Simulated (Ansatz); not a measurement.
Consider vertical spin-state energies of H₇NOSeSi₂, SMILES N[SiH]([SeH])O[SiH3] (Ansatz 0.2.0 through its Python package).

Script `spin.py`:
```python
"""Vertical spin-state energies of H7NOSeSi2."""

import ansatz


def main() -> None:
    geometry_ang = [
        ("N", [1.321, -0.9863, 1.0852]),
        ("Si", [1.0846, 0.0034, -0.3912]),
        ("Se", [1.1486, 2.2299, 0.1247]),
        ("O", [-0.3712, -0.4225, -1.2189]),
        ("Si", [-1.6906, -0.191, -0.1344]),
        ("H", [0.6871, -0.6069, 1.8231]),
        ("H", [0.993, -1.9525, 0.8622]),
        ("H", [2.2083, -0.2659, -1.3]),
        ("H", [0.9037, 2.5895, -1.3486]),
        ("H", [-1.6292, -1.169, 0.9625]),
        ("H", [-1.7074, 1.1792, 0.4001]),
        ("H", [-2.948, -0.4078, -0.8647]),
    ]
    h7nosesi2 = ansatz.Crystal.molecule()
    for symbol, xyz in geometry_ang:
        h7nosesi2 = h7nosesi2.atom(symbol, xyz)

    job = h7nosesi2.calculation().basis(gaussian="cc-pVDZ").functional("r2scan0")
    found = {}
    for unpaired in [0, 2]:
        rep = job.spin("collinear", total=unpaired).run().report
        s = unpaired / 2
        found[unpaired] = rep["free_energy_ev"]
        print(f"2S+1 = {unpaired + 1}: E = {found[unpaired]:.5f} eV, <S^2> = {abs(rep['mean_field']['state']['spin_squared']):.3f} (pure state {s * (s + 1):.2f})")
    lowest = min(found, key=found.get)
    for unpaired, e in found.items():
        print(f"multiplicity {unpaired + 1}: {96.485332 * (e - found[lowest]):.1f} kJ/mol above the lowest")


if __name__ == "__main__":
    main()
```

Which spin state is lowest at this geometry, and how far above lie the others?

In order: multiplicity 1 (+0.00 eV) and multiplicity 3 (+4.75 eV), all at the one geometry.

What the script printed:

Output of `python spin.py`:
```text
2S+1 = 1: E = -84753.58219 eV, <S^2> = 0.000 (pure state 0.00)
2S+1 = 3: E = -84748.83294 eV, <S^2> = 2.008 (pure state 2.00)
multiplicity 1: 0.0 kJ/mol above the lowest
multiplicity 3: 458.2 kJ/mol above the lowest
```

Notes:
- Total energies depend on the basis set; only differences at equal settings carry meaning.
- The geometry is a force-field or estimated start, not a minimum of this method, and the basis set is short of its limit. All parts are taken at fixed geometry, without zero-point energy.
- The whole script took 43 s on 1 thread of Intel(R) Xeon(R) Processor @ 2.30GHz, with other jobs on the host, peak memory 0.66 GiB.
